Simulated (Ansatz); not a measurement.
**F− with C₂H₄: structure and interaction energy**

The task here is to estimate one member of a computed series from the others.

Program: Ansatz 0.2.0, Gaussian basis. Level of theory: PBE0-D4 structure, single points in def2-TZVPPD. These are calculated values, not measurements.

Levels: PBE-D4, revPBE-D4, BLYP-D4, r2SCAN-D4, B97M-V, PBE0-D4, B3LYP-D4, HSE06-D4, wB97X-V, wB97M-V, B2PLYP, Hartree-Fock, MP2, CCSD, CCSD(T). The reference is CCSD(T) extrapolated to the basis limit.

Correlated methods freeze the cores. B3LYP uses VWN-RPA correlation. B2PLYP carries no dispersion term here.

163 further runs of the same task are left out: 163 set aside as unsound or not needed.

### The starting structure

The pair, from a GFN2-xTB docking trial: 7 atoms, charge -1, spin multiplicity 1.

Atoms are counted from 1 here; the program's logs count them from 0.

Bond lengths: C2–C3 1.318 Å, C2–H4 1.088 Å, C2–H5 1.078 Å, C3–H6 1.097 Å, C3–H7 1.084 Å. Angles: C3–C2–H4 123.3°, C3–C2–H5 121.6°, H4–C2–H5 115.2°, C2–C3–H6 122.8°, C2–C3–H7 120.7°, H6–C3–H7 116.5°.

Geometry (Å):

```
F     0.0145    0.8351   -2.7123
C     0.4002   -0.0642    0.9656
C    -0.4130   -0.2053   -0.0621
H     0.2149   -0.5133    1.9395
H     1.3110    0.5082    0.8904
H    -0.2055    0.2277   -1.0489
H    -1.3220   -0.7882    0.0278
```

Atoms 1 to 1 are fragment A (F−), the rest fragment B (C₂H₄).

Set-up of the first run:

The input, pre/in.yaml:

```yaml
crystal:
  periodic: [false, false, false]
  atoms:
    - {symbol: F, position_ang: [0.014500, 0.835100, -2.712300]}
    - {symbol: C, position_ang: [0.400200, -0.064200, 0.965600]}
    - {symbol: C, position_ang: [-0.413000, -0.205300, -0.062100]}
    - {symbol: H, position_ang: [0.214900, -0.513300, 1.939500]}
    - {symbol: H, position_ang: [1.311000, 0.508200, 0.890400]}
    - {symbol: H, position_ang: [-0.205500, 0.227700, -1.048900]}
    - {symbol: H, position_ang: [-1.322000, -0.788200, 0.027800]}
basis:
  gaussian: {orbitals: def2-SVPD}
total_charge: -1
hamiltonian: {xc: pbe, dispersion: d4}
relax: {f_tol: 0.03, max_steps: 250}
```

The run is started by

```bash
ansatz run in.yaml --threads 2 --pin off --events-out ev --progress --plain --max-ram 5222MiB
```

Steps of the session up to this table: A first relaxation in a small basis; Relaxation at PBE0-D4; wB97X-V/def2-TZVPPD; wB97M-V/def2-TZVPPD; B2PLYP/def2-TZVPPD; B97M-V/def2-TZVPPD; CCSD(T)/def2-TZVPPD; MP2/def2-QZVPPD; Hartree-Fock/STO-3G; SPW92/def2-SVP; wB97M-V/def2-SVP; CCSD(T)/def2-SVP; Vibrations of the pair.

One table of the session follows, with a row left open; its other results are not shown here.

| method | interaction (meV) |
| --- | --- |
| PBE-D4 | ? |
| revPBE-D4 | -504 |
| BLYP-D4 | -496 |
| r2SCAN-D4 | -559 |
| B97M-V | -529 |
| PBE0-D4 | -561 |
| B3LYP-D4 | -524 |
| HSE06-D4 | -561 |
| wB97X-V | -502 |
| wB97M-V | -513 |
| B2PLYP | -478 |
| Hartree-Fock | -409 |
| MP2 | -459 |
| CCSD | -457 |
| CCSD(T) | -471 |
| CCSD(T)/CBS | -508 |

**Question.** Estimate the row for PBE-D4.

The run gave: interaction (meV): -553. In the column «interaction (meV)» it lies between r2SCAN-D4 (-559) and B97M-V (-529).

Among the levels timed on like hardware and quicker than the yardstick, those that no quicker one beats, quickest first: PBE-D4 (6.9 s, -45 meV); revPBE-D4 (7.7 s, +4 meV).

For cost: revPBE-D4 gets within 4 meV in 7.7 s, where CCSD(T)/CBS took 2.4 min; the quickest level in the cost chart, PBE-D4, takes 6.9 s and misses by 45 meV.

Caveats from the session: A lower arrangement may exist.
